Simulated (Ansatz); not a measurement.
# RPA@PBE0/def2-SVP run of Si2H4OF2 (SMILES O[SiH](F)[SiH2]F)

What is the vertical ionisation energy of Si2H4OF2 at RPA@PBE0/def2-SVP? 

Program for the calculation: Ansatz 0.2.0.

69 further runs of the same task are left out: 69 set aside as unsound or not needed.

**1. The system as given**

Si2H4OF2: 9 atoms, total charge 0, spin state singlet. As SMILES, `O[SiH](F)[SiH2]F`. Geometry: relaxed at PBE0-D4/def2-TZVP. This is one conformer, not always the lowest.

Bond lengths: O1–Si2 1.634 Å, Si2–F3 1.601 Å, Si2–Si4 2.358 Å, Si4–F5 1.612 Å, O1–H6 0.959 Å, Si2–H7 1.480 Å, Si4–H8 1.485 Å, Si4–H9 1.487 Å. Some angles: O1–Si2–F3 110.8°, O1–Si2–Si4 109.5°, F3–Si2–Si4 107.8°, Si2–Si4–F5 106.0°, O1–Si2–H7 106.2°, F3–Si2–H7 107.1°, Si4–Si2–H7 115.4°, Si2–O1–H6 118.4°, Si2–Si4–H8 114.0°, Si2–Si4–H9 111.6°.

**2. The energy at RPA@PBE0/def2-SVP**

The input, run.yaml:

```yaml
crystal:
  periodic: [false, false, false]
  atoms:
    - symbol: O
      position_ang: [0.844300, 1.766700, -0.485000]
    - symbol: Si
      position_ang: [0.969400, 0.137800, -0.453100]
    - symbol: F
      position_ang: [0.986700, -0.459700, -1.938500]
    - symbol: Si
      position_ang: [-0.894000, -0.772400, 0.668300]
    - symbol: F
      position_ang: [-2.133900, 0.202600, 0.333800]
    - symbol: H
      position_ang: [-0.014200, 2.154900, -0.665100]
    - symbol: H
      position_ang: [2.284600, -0.163900, 0.153800]
    - symbol: H
      position_ang: [-1.253000, -2.143900, 0.226600]
    - symbol: H
      position_ang: [-0.701500, -0.768300, 2.142300]
basis:
  gaussian:
    orbitals: def2-SVP
hamiltonian:
  xc: pbe0
correlation:
  method: rpa
  frozen_orbitals: {F: 1, H: 0, O: 1, Si: 5}
accuracy: high
```

On the command line:

```console
$ ansatz run run.yaml --threads 1 --pin off --max-ram 3480MiB --events-out events.jsonl --progress --plain --runs-dir runs
```

The log of the run:

```text
Warning: RAYON_NUM_THREADS=1 ignored (pool sized by the plan → 1); use --threads N
Functional definition: PBE0
  name "PBE0"
  parameter a = 0.25
  parameter kappa = 0.804
  parameter beta = 0.06672455060314922
  exchange = (1 - a)*pbe_x(kappa = kappa, mu = beta*pi^2/3) + a*exact_x
  correlation = pbe_c(beta = beta)
2049 factors; integrals over basis functions are off by at most 5.5e-9 eV
mean field evaluation 1: about -23274.5799 eV, gradient 5.8e1 eV
mean field evaluation 2: about -23274.7519 eV, gradient 5.8e1 eV
mean field evaluation 4: about -23280.0339 eV, gradient 6.0e0 eV
mean field evaluation 8: about -23280.1257 eV, gradient 5.6e-1 eV
mean field evaluation 16: about -23280.1265 eV, gradient 4.8e-5 eV
mean field -23280.12650499 eV, -855.5288692218 hartree, gradient 3.7e-8 eV, S^2 0.000000; 0 other end points of the search recorded, 0 dependent functions left out
13 core orbitals not correlated: weight in the atoms' cores, before any rotation towards them, 1.000 or more for the frozen orbitals, at most 0.000 for the correlated occupied ones
reference -23229.14999603 eV, -853.6555170708 hartree; 16, 16 occupied and 69, 69 virtual orbitals, 2049 factors
Total energy: -23258.01737509 eV, -854.7163736840 hartree
```

Run time: 16 s. Hardware: 1 thread of Arm Neoverse V1, shared host; peak memory 0.35 GiB.

**3. The doublet cation, same level**

The input, run.yaml:

```yaml
crystal:
  periodic: [false, false, false]
  atoms:
    - {symbol: O, position_ang: [0.844300, 1.766700, -0.485000]}
    - {symbol: Si, position_ang: [0.969400, 0.137800, -0.453100]}
    - {symbol: F, position_ang: [0.986700, -0.459700, -1.938500]}
    - {symbol: Si, position_ang: [-0.894000, -0.772400, 0.668300]}
    - {symbol: F, position_ang: [-2.133900, 0.202600, 0.333800]}
    - {symbol: H, position_ang: [-0.014200, 2.154900, -0.665100]}
    - {symbol: H, position_ang: [2.284600, -0.163900, 0.153800]}
    - {symbol: H, position_ang: [-1.253000, -2.143900, 0.226600]}
    - {symbol: H, position_ang: [-0.701500, -0.768300, 2.142300]}
basis:
  gaussian: {orbitals: def2-SVP}
total_charge: 1
magnetization: {spin_polarized: true, initial_magnetization: 1}
hamiltonian: {xc: pbe0}
correlation: {method: rpa, frozen_orbitals: {F: 1, H: 0, O: 1, Si: 5}}
accuracy: high
```

On the command line:

```console
$ ansatz run run.yaml --threads 1 --pin off --max-ram 3480MiB --events-out events.jsonl --progress --plain --runs-dir runs
```

The log of the run, shortened:

```text
Warning: RAYON_NUM_THREADS=1 ignored (pool sized by the plan → 1); use --threads N
[... 2 set-up lines as earlier in the session ...]
[...]
2049 factors; integrals over basis functions are off by at most 5.5e-9 eV
[...]
mean field -23269.78513761 eV, -855.1488309801 hartree, gradient 8.2e-8 eV, S^2 0.754854; 1 other end points of the search recorded, 0 dependent functions left out
13 core orbitals not correlated: weight in the atoms' cores, before any rotation towards them, 1.000 or more for the frozen orbitals, at most 0.000 for the correlated occupied ones
reference -23218.50034403 eV, -853.2641495782 hartree; 16, 15 occupied and 69, 70 virtual orbitals, 2049 factors
Total energy: -23247.59013300 eV, -854.3331796053 hartree
```

Run time: 32 s. Hardware: 1 thread of Arm Neoverse V1, shared host; peak memory 0.71 GiB.

**4. Results**

Level: RPA@PBE0/def2-SVP, 13 core orbitals frozen.

| quantity | value |
| --- | --- |
| singlet Si2H4OF2: total energy | -854.71637 Eh |
| singlet Si2H4OF2: RPA correlation energy (valence) | -1060.9 mEh |
| doublet cation: total energy | -854.33318 Eh |
| doublet cation: RPA correlation energy (valence) | -1069.0 mEh |
| doublet cation: ⟨S²⟩ of the reference determinant | 0.755 |
| vertical ionisation energy (to the doublet cation) | 10.427 eV |

**Reading.** Removing an electron at fixed nuclei costs 10.43 eV (240 kcal/mol).
